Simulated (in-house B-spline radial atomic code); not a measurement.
# Ga²⁺: a fraction of an electron moved 3p → 4p

Aim: the energy of Ga²⁺ as a fraction of an electron is moved 3p → 4p, to see how far it bends away from a straight line.

Method: scalar-relativistic (spin-free one-electron X2C) TPSSh, spin-polarised, spherical fractional occupations, Fermi nucleus, basis-set limit. Code: in-house B-spline radial atomic code version 1.

**1. The system**

```
element       : gallium (Z = 31)
charge        : +2
electrons     : 29
configuration : [Ar] 3d10 4s1
Hamiltonian   : scalar-relativistic (X2C)
nucleus       : Fermi, rms radius 3.997 fm
```

Outer shells as boxes (Hund's rule):

[Ar] 3d10 4s1
```
[Ar] core
3d [↑↓][↑↓][↑↓][↑↓][↑↓]
4s [↑ ]
```

Where spins are not typed, each open shell is filled with up spins first.

**2. The start, at fraction 0**

Settings, as recorded:

```ini
Z = 31
electrons = 29.0
configuration = [Ar] 3d10 4s1
hamiltonian = x2c
method = tpssh
spin_polarised = True
nucleus = fermi
rms_radius = 3.9973
mass_number = 69
atomic_mass = 68.925573528
speed_of_light = 137.035999084
```

From the run's result record (rounded, not every field):

```text
status: converged
scf [iteration, energy, orbital gradient]:
  - [1, -1942.8881873, 0.0472]
  - [2, -1942.89075704, 0.00113]
  - [3, -1942.89078707, 0.000599]
  - [4, -1942.89079071, 0.000201]
  - [5, -1942.89079087, 0.000129]
  - [6, -1942.89079107, 9.67e-05]
  - [7, -1942.89079131, 4.45e-06]
  - [8, -1942.89079131, 3.5e-07]
  - [9, -1942.89079131, 2.53e-08]
energy [hartree]: {"total": -1942.89079131, "kinetic": 1981.20603418, "nuclear": -4666.50181403, "coulomb": 817.987978827, "exact_exchange": -7.40113329931, "xc": -68.1818569924}
orbitals [hartree, bohr; first row names the columns]:
  - ["name", "occ", "eps", "<r>", "<r^2>", "<1/r>", "r_max"]
  - ["1s up", 1.0, -377.70628, 0.048202, 0.0031384, 31.9, 0.031356]
  - ["1s down", 1.0, -377.70338, 0.048202, 0.0031384, 31.9, 0.031356]
  - ["2s up", 1.0, -47.503464, 0.21724, 0.055738, 6.9511, 0.18212]
  - ["2s down", 1.0, -47.50235, 0.21724, 0.055742, 6.9507, 0.18213]
  - ["2p up", 3.0, -41.38262, 0.19055, 0.044516, 6.7242, 0.14624]
  - ["2p down", 3.0, -41.381814, 0.19055, 0.044518, 6.724, 0.14624]
  - ["3s up", 1.0, -6.3517641, 0.65168, 0.49039, 2.1969, 0.56421]
  - ["3s down", 1.0, -6.3475558, 0.65144, 0.48982, 2.1971, 0.56434]
  - ["3p up", 3.0, -4.4949158, 0.67984, 0.5451, 2.0277, 0.56712]
  - ["3p down", 3.0, -4.491233, 0.67873, 0.54278, 2.0298, 0.56715]
  - ["3d up", 5.0, -1.4968412, 0.80092, 0.8301, 1.6539, 0.53461]
  - ["3d down", 5.0, -1.4875899, 0.79172, 0.80731, 1.6655, 0.534]
  - ["4s up", 1.0, -0.99049576, 2.0722, 4.8822, 0.62845, 1.7853]
sum_r [bohr^k]: {"-1": 151.8383, "1": 17.08843, "2": 17.69789}
```

It took 0.34 s on 1 thread, shared host.

Meta-GGA runs start from a PBE run whose iterations are not counted.

**3. 0.125 electron moved 3p → 4p**

Changes to the settings of step 2:

```diff
@@ -2,3 +2,3 @@
 electrons = 29.0
-configuration = [Ar] 3d10 4s1
+configuration = [Ne] 3s2 3p5.875 3d10 4s1 4p0.125
 hamiltonian = x2c
```

From the record:

```text
status: converged
iterations: 9
energy [hartree]: {"total": -1942.40899585, "kinetic": 1980.71715094, "nuclear": -4664.01651316, "coulomb": 816.369527581, "exact_exchange": -7.37973747832, "xc": -68.0994237398}
orbitals [hartree, bohr; first row names the columns]:
  - ["name", "occ", "eps", "<r>"]
  - ["1s up", 1.0, -377.78644, 0.048201]
  - ["1s down", 1.0, -377.77985, 0.048201]
  - ["2s up", 1.0, -47.567698, 0.21723]
  - ["2s down", 1.0, -47.564504, 0.21723]
  - ["2p up", 3.0, -41.449321, 0.19053]
  - ["2p down", 3.0, -41.444598, 0.19054]
  - ["3s up", 1.0, -6.4098993, 0.65099]
  - ["3s down", 1.0, -6.3936965, 0.65094]
  - ["3p up", 3.0, -4.5518896, 0.67866]
  - ["3p down", 2.875, -4.533713, 0.67791]
  - ["3d up", 5.0, -1.548531, 0.79447]
  - ["3d down", 5.0, -1.5314685, 0.78632]
  - ["4s up", 1.0, -1.0111867, 2.0576]
  - ["4p up", 0.125, -0.66650915, 2.4933]
sum_r [bohr^k]: {"-1": 151.7582, "1": 17.23422, "2": 18.29212}
energy_minus_base [hartree]: 0.481795459
```

It took 0.26 s on 1 thread, shared host.

energy_minus_base is the energy less that of the reference run.

**4. 0.25 electron moved 3p → 4p**

Changes to the settings of step 3:

```diff
@@ -2,3 +2,3 @@
 electrons = 29.0
-configuration = [Ne] 3s2 3p5.875 3d10 4s1 4p0.125
+configuration = [Ne] 3s2 3p5.75 3d10 4s1 4p0.25
 hamiltonian = x2c
```

From the record:

```text
status: converged
iterations: 9
energy [hartree]: {"total": -1941.92398235, "kinetic": 1980.22511076, "nuclear": -4661.52439661, "coulomb": 814.75232768, "exact_exchange": -7.35917558888, "xc": -68.0178485858}
orbitals [hartree, bohr; first row names the columns]:
  - ["name", "occ", "eps", "<r>"]
  - ["1s up", 1.0, -377.86685, 0.048201]
  - ["1s down", 1.0, -377.85654, 0.048201]
  - ["2s up", 1.0, -47.632213, 0.21722]
  - ["2s down", 1.0, -47.626936, 0.21722]
  - ["2p up", 3.0, -41.516307, 0.19052]
  - ["2p down", 3.0, -41.507646, 0.19053]
  - ["3s up", 1.0, -6.4680805, 0.65029]
  - ["3s down", 1.0, -6.4397906, 0.65043]
  - ["3p up", 3.0, -4.6089071, 0.67747]
  - ["3p down", 2.75, -4.5761324, 0.67708]
  - ["3d up", 5.0, -1.6003613, 0.78825]
  - ["3d down", 5.0, -1.5753858, 0.78111]
  - ["4s up", 1.0, -1.0315373, 2.0435]
  - ["4p up", 0.25, -0.68308794, 2.4651]
sum_r [bohr^k]: {"-1": 151.6779, "1": 17.37565, "2": 18.85501}
energy_minus_base [hartree]: 0.966808963
```

Run time: 0.26 s. Hardware: 1 thread, shared host.

**5. 0.375 electron moved 3p → 4p**

Changes to the settings of step 4:

```diff
@@ -2,3 +2,3 @@
 electrons = 29.0
-configuration = [Ne] 3s2 3p5.75 3d10 4s1 4p0.25
+configuration = [Ne] 3s2 3p5.625 3d10 4s1 4p0.375
 hamiltonian = x2c
```

From the record:

```text
status: converged
iterations: 9
energy [hartree]: {"total": -1941.4357263, "kinetic": 1979.72989286, "nuclear": -4659.0255986, "coulomb": 813.136594346, "exact_exchange": -7.33946394665, "xc": -67.9371509574}
orbitals [hartree, bohr; first row names the columns]:
  - ["name", "occ", "eps", "<r>"]
  - ["1s up", 1.0, -377.94752, 0.048201]
  - ["1s down", 1.0, -377.93345, 0.0482]
  - ["2s up", 1.0, -47.697001, 0.21721]
  - ["2s down", 1.0, -47.68964, 0.21721]
  - ["2p up", 3.0, -41.583572, 0.1905]
  - ["2p down", 3.0, -41.57095, 0.19052]
  - ["3s up", 1.0, -6.5262998, 0.64959]
  - ["3s down", 1.0, -6.4858279, 0.64991]
  - ["3p up", 3.0, -4.6659617, 0.67627]
  - ["3p down", 2.625, -4.6184822, 0.67624]
  - ["3d up", 5.0, -1.6523299, 0.78225]
  - ["3d down", 5.0, -1.6193345, 0.77607]
  - ["4s up", 1.0, -1.0515291, 2.0298]
  - ["4p up", 0.375, -0.69939506, 2.4381]
sum_r [bohr^k]: {"-1": 151.5974, "1": 17.51301, "2": 19.38908}
energy_minus_base [hartree]: 1.45506501
```

It took 0.26 s on 1 thread, shared host.

**6. 0.5 electron moved 3p → 4p**

Changes to the settings of step 5:

```diff
@@ -2,3 +2,3 @@
 electrons = 29.0
-configuration = [Ne] 3s2 3p5.625 3d10 4s1 4p0.375
+configuration = [Ne] 3s2 3p5.5 3d10 4s1 4p0.5
 hamiltonian = x2c
```

From the record:

```text
status: converged
iterations: 9
energy [hartree]: {"total": -1940.94420189, "kinetic": 1979.23147941, "nuclear": -4656.52023105, "coulomb": 811.522511751, "exact_exchange": -7.32061825801, "xc": -67.8573437472}
orbitals [hartree, bohr; first row names the columns]:
  - ["name", "occ", "eps", "<r>"]
  - ["1s up", 1.0, -378.02843, 0.0482]
  - ["1s down", 1.0, -378.01057, 0.048199]
  - ["2s up", 1.0, -47.762057, 0.21721]
  - ["2s down", 1.0, -47.752608, 0.2172]
  - ["2p up", 3.0, -41.65111, 0.19049]
  - ["2p down", 3.0, -41.634505, 0.19051]
  - ["3s up", 1.0, -6.5845504, 0.64888]
  - ["3s down", 1.0, -6.5317991, 0.64939]
  - ["3p up", 3.0, -4.7230477, 0.67508]
  - ["3p down", 2.5, -4.6607544, 0.67539]
  - ["3d up", 5.0, -1.7044341, 0.77645]
  - ["3d down", 5.0, -1.6633087, 0.7712]
  - ["4s up", 1.0, -1.0711691, 2.0163]
  - ["4p up", 0.5, -0.71541701, 2.4123]
sum_r [bohr^k]: {"-1": 151.5166, "1": 17.64655, "2": 19.89678}
energy_minus_base [hartree]: 1.94658942
```

It took 0.26 s on 1 thread, shared host.

**7. 0.625 electron moved 3p → 4p**

Changes to the settings of step 6:

```diff
@@ -2,3 +2,3 @@
 electrons = 29.0
-configuration = [Ne] 3s2 3p5.5 3d10 4s1 4p0.5
+configuration = [Ne] 3s2 3p5.375 3d10 4s1 4p0.625
 hamiltonian = x2c
```

From the record:

```text
status: converged
iterations: 9
energy [hartree]: {"total": -1940.44938387, "kinetic": 1978.72983125, "nuclear": -4654.00840554, "coulomb": 809.910281539, "exact_exchange": -7.30265370262, "xc": -67.7784374161}
orbitals [hartree, bohr; first row names the columns]:
  - ["name", "occ", "eps", "<r>"]
  - ["1s up", 1.0, -378.10958, 0.0482]
  - ["1s down", 1.0, -378.0879, 0.048199]
  - ["2s up", 1.0, -47.827372, 0.2172]
  - ["2s down", 1.0, -47.815835, 0.21719]
  - ["2p up", 3.0, -41.718915, 0.19048]
  - ["2p down", 3.0, -41.698303, 0.1905]
  - ["3s up", 1.0, -6.6428252, 0.64816]
  - ["3s down", 1.0, -6.5776944, 0.64886]
  - ["3p up", 3.0, -4.7801592, 0.67388]
  - ["3p down", 2.375, -4.7029405, 0.67454]
  - ["3d up", 5.0, -1.7566691, 0.77086]
  - ["3d down", 5.0, -1.7073013, 0.76648]
  - ["4s up", 1.0, -1.0904787, 2.0031]
  - ["4p up", 0.625, -0.73115916, 2.3877]
sum_r [bohr^k]: {"-1": 151.4357, "1": 17.77651, "2": 20.38022}
energy_minus_base [hartree]: 2.44140744
```

Run time: 0.25 s. Hardware: 1 thread, shared host.

**8. 0.75 electron moved 3p → 4p**

Changes to the settings of step 7:

```diff
@@ -2,3 +2,3 @@
 electrons = 29.0
-configuration = [Ne] 3s2 3p5.375 3d10 4s1 4p0.625
+configuration = [Ne] 3s2 3p5.25 3d10 4s1 4p0.75
 hamiltonian = x2c
```

From the record:

```text
status: converged
iterations: 8
energy [hartree]: {"total": -1939.95124967, "kinetic": 1978.22494583, "nuclear": -4651.49032697, "coulomb": 808.300162037, "exact_exchange": -7.28558533384, "xc": -67.70044523}
orbitals [hartree, bohr; first row names the columns]:
  - ["name", "occ", "eps", "<r>"]
  - ["1s up", 1.0, -378.19097, 0.0482]
  - ["1s down", 1.0, -378.16543, 0.048198]
  - ["2s up", 1.0, -47.892937, 0.21719]
  - ["2s down", 1.0, -47.879309, 0.21718]
  - ["2p up", 3.0, -41.786976, 0.19046]
  - ["2p down", 3.0, -41.762335, 0.19049]
  - ["3s up", 1.0, -6.7011155, 0.64744]
  - ["3s down", 1.0, -6.6235024, 0.64832]
  - ["3p up", 3.0, -4.8372884, 0.67268]
  - ["3p down", 2.25, -4.7450301, 0.67368]
  - ["3d up", 5.0, -1.8090277, 0.76545]
  - ["3d down", 5.0, -1.7513037, 0.7619]
  - ["4s up", 1.0, -1.1094844, 1.9901]
  - ["4p up", 0.75, -0.74663892, 2.364]
sum_r [bohr^k]: {"-1": 151.3545, "1": 17.90307, "2": 20.8412}
energy_minus_base [hartree]: 2.93954164
```

It took 0.24 s on 1 thread, shared host.

**9. 0.875 electron moved 3p → 4p**

Changes to the settings of step 8:

```diff
@@ -2,3 +2,3 @@
 electrons = 29.0
-configuration = [Ne] 3s2 3p5.25 3d10 4s1 4p0.75
+configuration = [Ne] 3s2 3p5.125 3d10 4s1 4p0.875
 hamiltonian = x2c
```

From the record:

```text
status: converged
iterations: 8
energy [hartree]: {"total": -1939.44978061, "kinetic": 1977.71678374, "nuclear": -4648.96614964, "coulomb": 806.692394862, "exact_exchange": -7.26942797834, "xc": -67.6233815952}
orbitals [hartree, bohr; first row names the columns]:
  - ["name", "occ", "eps", "<r>"]
  - ["1s up", 1.0, -378.27259, 0.0482]
  - ["1s down", 1.0, -378.24315, 0.048198]
  - ["2s up", 1.0, -47.958742, 0.21718]
  - ["2s down", 1.0, -47.94302, 0.21717]
  - ["2p up", 3.0, -41.855285, 0.19045]
  - ["2p down", 3.0, -41.82659, 0.19048]
  - ["3s up", 1.0, -6.7594131, 0.64671]
  - ["3s down", 1.0, -6.6692117, 0.64777]
  - ["3p up", 3.0, -4.8944284, 0.67149]
  - ["3p down", 2.125, -4.7870133, 0.67281]
  - ["3d up", 5.0, -1.8615025, 0.76023]
  - ["3d down", 5.0, -1.7953075, 0.75745]
  - ["4s up", 1.0, -1.1282132, 1.9773]
  - ["4p up", 0.875, -0.76188006, 2.3412]
sum_r [bohr^k]: {"-1": 151.2732, "1": 18.02642, "2": 21.28127}
energy_minus_base [hartree]: 3.4410107
```

Wall time 0.25 s (1 thread, shared host).

**10. 1 electron moved 3p → 4p**

Changes to the settings of step 9:

```diff
@@ -2,3 +2,3 @@
 electrons = 29.0
-configuration = [Ne] 3s2 3p5.125 3d10 4s1 4p0.875
+configuration = [Ne] 3s2 3p5 3d10 4s1 4p1
 hamiltonian = x2c
```

From the record:

```text
status: converged
iterations: 8
energy [hartree]: {"total": -1938.94496236, "kinetic": 1977.20533996, "nuclear": -4646.43607984, "coulomb": 805.087238339, "exact_exchange": -7.2541963201, "xc": -67.5472645015}
orbitals [hartree, bohr; first row names the columns]:
  - ["name", "occ", "eps", "<r>"]
  - ["1s up", 1.0, -378.35443, 0.048199]
  - ["1s down", 1.0, -378.32107, 0.048197]
  - ["2s up", 1.0, -48.024776, 0.21718]
  - ["2s down", 1.0, -48.006956, 0.21715]
  - ["2p up", 3.0, -41.923831, 0.19043]
  - ["2p down", 3.0, -41.891056, 0.19047]
  - ["3s up", 1.0, -6.8177095, 0.64598]
  - ["3s down", 1.0, -6.7148105, 0.64722]
  - ["3p up", 3.0, -4.9515714, 0.67029]
  - ["3p down", 2.0, -4.8288796, 0.67194]
  - ["3d up", 5.0, -1.9140852, 0.75519]
  - ["3d down", 5.0, -1.8393036, 0.75313]
  - ["4s up", 1.0, -1.1466901, 1.9647]
  - ["4p up", 1.0, -0.77690673, 2.3191]
sum_r [bohr^k]: {"-1": 151.1916, "1": 18.1467, "2": 21.70183}
energy_minus_base [hartree]: 3.94582895
```

It took 0.25 s on 1 thread, shared host.

**11. Results**

| fraction | energy change (eV) | less the straight line (eV) | level 3p down (eV) | level 4p up (eV) | sum of <r²> (bohr²) |
| --- | --- | --- | --- | --- | --- |
| 0 | 0.0000 | 0.0000 | -122.21 | empty | 17.698 |
| 0.125 | 13.1103 | -0.3111 | -123.37 | -18.137 | 18.292 |
| 0.25 | 26.3082 | -0.5347 | -124.52 | -18.588 | 18.855 |
| 0.375 | 39.5943 | -0.6700 | -125.68 | -19.032 | 19.389 |
| 0.5 | 52.9694 | -0.7163 | -126.83 | -19.467 | 19.897 |
| 0.625 | 66.4341 | -0.6731 | -127.97 | -19.896 | 20.380 |
| 0.75 | 79.9890 | -0.5396 | -129.12 | -20.317 | 20.841 |
| 0.875 | 93.6347 | -0.3154 | -130.26 | -20.732 | 21.281 |
| 1 | 107.3715 | 0.0000 | -131.40 | -21.141 | 21.702 |

What this shows: From fraction 0 to 1 the energy changes by 107.371 eV. It sags under the straight line by up to 0.72 eV (at 0.5). Slater's transition state, the slope from the orbital energies at fraction 0.5 (Janak's theorem), gives 107.358 eV for the whole step. Here exact exchange is taken at spherical fractional occupations, which leaves self-interaction in open p, d and f shells; that spoils the energies somewhat, at whole numbers too.
